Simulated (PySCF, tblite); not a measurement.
# C8H16Si: geometry, infrared bands, NMR shifts and electronic excitations

Aim: predict the infrared bands, NMR shifts and electronic excitations of C8H16Si (`C[C@]12CC[C@](C[SiH3])(C1)C2`).

Computed with tblite 0.8.0 and PySCF 2.14.0, with density-fitted response routines of our own, on a single molecule in the gas phase. Atoms are numbered from 0 throughout.

## (1) The molecule as given

25 atoms, charge 0, multiplicity 1; geometry from: force field or distance geometry start.

Bonds of the start (Å): C0–C1 1.49, C1–C2 1.52, C2–C3 1.53, C3–C4 1.55, C4–C5 1.51, C5–Si6 1.87, C4–C7 1.56, C4–C8 1.56, C7–C1 1.56, C8–C1 1.58, C0–H9 1.11, C0–H10 1.10, C0–H11 1.10, C2–H12 1.11, C2–H13 1.10, C3–H14 1.08, C3–H15 1.10, C5–H16 1.10, C5–H17 1.09, Si6–H18 1.49, Si6–H19 1.48, Si6–H20 1.48, C7–H21 1.10, C7–H22 1.09, C8–H23 1.10, C8–H24 1.10.

## (2) Optimising the geometry with GFN2-xTB

Job settings and geometry (Å):

```
{"job": {"kind": "relax", "xc": "GFN2-xTB", "basis": "xTB"}, "charge": 0, "multiplicity": 1}
C     -2.803100    -0.864600     0.516200
C     -1.484500    -0.301600     0.095800
C     -1.470600     1.094700    -0.504500
C      0.019600     1.258700    -0.791300
C      0.514900    -0.101000    -0.232600
C      1.981900    -0.428600    -0.387300
Si     3.189600     0.584200     0.627200
C     -0.515000    -1.125000    -0.809500
C     -0.267000    -0.312700     1.103000
H     -3.288600    -0.231100     1.280400
H     -3.495100    -0.929800    -0.339800
H     -2.712200    -1.870200     0.940200
H     -1.848000     1.858900     0.202500
H     -2.063700     1.151100    -1.432500
H      0.222100     1.378500    -1.849900
H      0.433600     2.107900    -0.229800
H      2.147800    -1.475800    -0.111200
H      2.273200    -0.348500    -1.439500
H      2.875100     0.448100     2.082100
H      3.109200     2.016300     0.259300
H      4.572500     0.112900     0.398700
H     -0.368000    -2.175400    -0.529100
H     -0.708000    -1.077800    -1.877800
H     -0.090800    -1.259900     1.627600
H     -0.235600     0.514700     1.829900
```

Run with:

```sh
$ OMP_NUM_THREADS=1 python probes_run.py task.json out
```

One launch serves the whole session: the jobs run in the order shown.

**Question.** This job is followed by: GFN2-xTB harmonic vibrations, gas phase; PBE0-D3(BJ)/def2-SVP geometry optimisation, gas phase; GIAO PBE0/pcSseg-1 NMR shielding, non-relativistic, gas phase; TDDFT wB97X-D/def2-SVPD, vertical, gas phase, core orbitals frozen in the response; GIAO KT2/pcSseg-1 NMR shielding, non-relativistic, gas phase. Predict these results of the whole session: strongest single infrared mode (GFN2-xTB); zero-point energy (GFN2-xTB); point group; rotational constants (main isotopes); 13C shifts against TMS (PBE0/pcSseg-1, means over atoms taken as alike); 1H shifts against TMS (PBE0/pcSseg-1, means over atoms taken as alike); 29Si shifts against TMS (PBE0/pcSseg-1); lowest singlet (wB97X-D/def2-SVPD); brightest single state of those computed; lowest triplet; vertical ionisation energy (ΔSCF); range of the shift of Si6.

**Answer**, as computed:

| quantity | value |
| --- | --- |
| strongest single infrared mode (GFN2-xTB) | 2251 cm⁻¹, 442 km/mol |
| zero-point energy (GFN2-xTB) | 134.4 kcal/mol |
| point group | C1 |
| rotational constants (main isotopes) | 3.12, 0.79, 0.76 GHz |
| 13C shifts against TMS (PBE0/pcSseg-1, means over atoms taken as alike) | 51.2, 45.7, 44.3, 37.8, 35.6, 21.6, 15.7 ppm |
| 1H shifts against TMS (PBE0/pcSseg-1, means over atoms taken as alike) | 3.83, 1.47, 1.41, 1.21, 1.08, 1.03, 0.86 ppm |
| 29Si shifts against TMS (PBE0/pcSseg-1) | -74.1 ppm |
| lowest singlet (wB97X-D/def2-SVPD) | 7.91 eV (157 nm), f = 0.039 |
| brightest single state of those computed | state 6, 8.68 eV, f = 0.129 |
| lowest triplet | 7.64 eV |
| vertical ionisation energy (ΔSCF) | 9.70 eV |
| range of the shift of Si6 | -78.3 to -74.1 ppm |

**Reading.** Relaxing lowered the energy by 0.276 eV in 58 steps; the close pair that moved most is C1–C8, from 1.580 to 1.541 Å (GFN2-xTB). All 69 modes are real, so the xTB geometry is a minimum. The strongest single mode, at 2251 cm⁻¹, moves mainly H20 and H19. GFN2-xTB is a fitted tight-binding method: band positions and strengths are rough. Its intensities can rank the bands wrongly. Over 3 steps the energy fell by 0.229 eV; of the close pairs, Si6–H20 changed most, 1.441 to 1.496 Å (PBE0/def2-SVP). At PBE0/pcSseg-1: The widest tensor belongs to Si6: span 66 ppm, with a paramagnetic part of -452 ppm. The lowest singlet, at 7.91 eV, is HOMO→LUMO 0.77, HOMO→LUMO+2 0.12 and is weak; of the 10 states computed, the strongest absorption comes from state 6 at 8.68 eV. The lowest triplet lies 0.27 eV below the lowest singlet (triplets in Tamm-Dancoff, singlets in full TDDFT). The orbital energy would give 9.71 eV for ionisation, ΔSCF gives 9.70 eV. In ppm, Si6 moves most: its shift spreads over 4.3 ppm, from -78.3 (KT2/pcSseg-1) to -74.1 (PBE0/pcSseg-1).
